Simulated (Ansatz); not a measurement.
Something may be wrong with this Ansatz 0.2.0 calculation of Sn3Se.

input.yaml

```yaml
crystal:
  lattice:
    - [4.741879, 0.0, 0.0]
    - [0.0, 4.741879, 0.0]
    - [0.0, 0.0, 4.741879]
  atoms:
    - { symbol: Sn, position: [0.5, 0.5, 0.0] }
    - { symbol: Sn, position: [0.5, 0.0, 0.5] }
    - { symbol: Sn, position: [0.0, 0.5, 0.5] }
    - { symbol: Se, position: [0.0, 0.0, 0.0] }
hamiltonian:
  xc: pbesol
  pseudopotentials: { kind: paw }
kpoints:
  mp_grid: { grid: [6, 6, 6] }
scf:
  occupations: { method: fixed }
  max_iter: 100
output:
  forces: true
  stress: true
  eigenvalues: true
relax:
  f_tol: 0.01
  max_steps: 40
  cell: { stress_tol: 0.05 }
```

Potentials or basis: Ansatz PAW.

Command:

```bash
$ ansatz run input.yaml --threads 2 --pin off --max-ram 5632MiB --backend cpu --events-out ev --progress --plain --runs-dir out
```

Output:

```text
Warning: RAYON_NUM_THREADS=2 ignored (pool sized by the plan → 2); use --threads N
The last accepted step is kept in <dir> (removed where the run ends without a failure and the disk answers)
Engine: ansatz 0.2.0, aarch64-unknown-linux-gnu
Pseudopotentials: kind: paw
Pseudopotential: Sn, paw, valence charge 14, recommended cutoff 420 eV (normal), Sn.paw.azcp
Pseudopotential: Se, paw, valence charge 16, recommended cutoff 420 eV (normal), Se.paw.azcp
Functional definition: PBEsol
  exchange = pbesol_x
  correlation = pbesol_c
Crystal: 4 atoms, lattice volume = 106.623 Å³
Basis set: ecut = 420 eV, 2103 PW (Γ), exchange–correlation on 64×64×64 points (8 copies of the dense FFT grid, shifted against one another)
Bands: 35, of which v1, the nominal top of the filled ones, is band 29 counted from 1 (28 counted from 0)
Symmetry: 48 space group operations
Space group: Pm-3m (ITA 221), of the structure as read, at distance tolerance 4.7e-5 Å
k-points: 20 of 216
Non-local potential: Sn, projectors of the file, l = 0: 2, l = 1: 2, l = 2: 2, l = 3: 2
[... 79 lines left out ...]
  E_paw        = -14056.634328  (= ΣΔE_a)
  E_vpaw       = -835.931773  (= ΣTr[D̂ρ^β])
  E_aug_tail   = -0.000632  (compensation charges beyond the density's cutoff)
  E_ewald      = -5960.067343
  E_core_change = 1.862970  (= ΣΔE_core)
  E_smearing   = -0.000000  (= −TS)
  E_closure    = 0.000000  (closes the sum)
  Σ components = -23273.300839   (vs F -23273.300839, Δ=0.00e0)
--- Forces (eV/Å), atoms counted from 1 ---
  atom   1  Sn     0.00000000    -0.00000000     0.00000000
  atom   2  Sn     0.00000000     0.00000000     0.00000000
  atom   3  Sn     0.00000000    -0.00000000    -0.00000000
  atom   4  Se    -0.00000000     0.00000000     0.00000000
  max |Σ_I F_I| component: 4.47e-29 eV/Å
--- Stress (GPa, compression-positive) ---
       -0.003848       0.000000       0.000000
        0.000000      -0.003848       0.000000
        0.000000       0.000000      -0.003848
  P = ⅓ Tr σ = -0.0038 GPa (-0.038 kbar)
[... 5 lines left out ...]
--- Relaxed structure (4 steps of the walk, 4 accepted, 1 SCFs on fresh bases) ---
  F+E_penalty+E_count = -23273.30083931 eV   max|allowed force component| = 2.171e-29 eV/Å   (the final SCF, on the basis selected at the relaxed cell)
  cell:  # Å, volume = 101.5927 Å³
    - [4.666100850852736, 1.2839532962581571e-33, 2.0543252740130515e-33]
    - [8.9876730738071e-34, 4.666100850852736, 0.0]
    - [2.0543252740130515e-33, 0.0, 4.666100850852736]
  atoms:
    - { symbol: Sn, position: [0.5, 0.5, -2.115381924939995e-37] }
    - { symbol: Sn, position: [0.5, 1.2692291550023138e-36, 0.5] }
    - { symbol: Sn, position: [-3.3846110799361936e-36, 0.5, 0.5] }
    - { symbol: Se, position: [3.384611079783395e-36, 3.807687464971103e-36, -1.9038437324783367e-36] }
```

Diagnose the run.

Self-consistency was reached. The input holds a flaw that was put in on purpose: fixed occupations whatever the gap (scf.occupations = method fixed). The program doesn't stop on it, so the numbers can't be trusted though the run ends normally.
